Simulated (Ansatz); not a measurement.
# BFH3NO: the cost of one run

Program: Ansatz 0.2.0. Level of theory: RKS PBE0/def2-SVP. These are calculated values, not measurements.

### 1 Starting point

Bond lengths: B1–F2 1.320 Å, B1–O3 1.410 Å, O3–H4 1.010 Å, B1–N5 1.550 Å, N5–H6 1.060 Å, N5–H7 1.060 Å. Angles: F2–B1–O3 120.0°, F2–B1–N5 120.0°, O3–B1–N5 120.0°, B1–O3–H4 109.5°, B1–N5–H6 120.0°, B1–N5–H7 120.0°, H6–N5–H7 120.0°.

Coordinates:

```xyz
7

B     0.0000    0.0000    0.0000
F     0.0000    0.0000    1.3200
O     1.2211    0.0000   -0.7050
H     1.5209   -0.9519   -0.8599
N    -1.3423    0.0000   -0.7750
H    -2.0112   -0.8164   -0.6764
H    -1.5914    0.8164   -1.4036
```

### 2 Preparing the start

input.yaml reads:

```yaml
crystal:
  periodic: [false, false, false]
  atoms:
    - { symbol: B, position_ang: [0.0, 0.0, 0.0] }
    - { symbol: F, position_ang: [0.0, 0.0, 1.32] }
    - { symbol: O, position_ang: [1.2211, 0.0, -0.705] }
    - { symbol: H, position_ang: [1.5209, -0.9519, -0.8599] }
    - { symbol: "N", position_ang: [-1.3423, 0.0, -0.775] }
    - { symbol: H, position_ang: [-2.0112, -0.8164, -0.6764] }
    - { symbol: H, position_ang: [-1.5914, 0.8164, -1.4036] }
basis:
  gaussian: { orbitals: def2-SVP }
hamiltonian:
  xc: pbe0
relax:
  f_tol: 0.02
  max_steps: 40
output:
  orbitals: {}
```

Command:

```bash
ansatz run input.yaml --threads 1 --pin off --max-ram 2048MiB --backend cpu --events-out ev --progress --plain --runs-dir out
```

Q: Estimate wall time and peak memory on 1 thread of Arm Neoverse V2, shared host.

About 39 s, with a peak of 0.16 GiB.
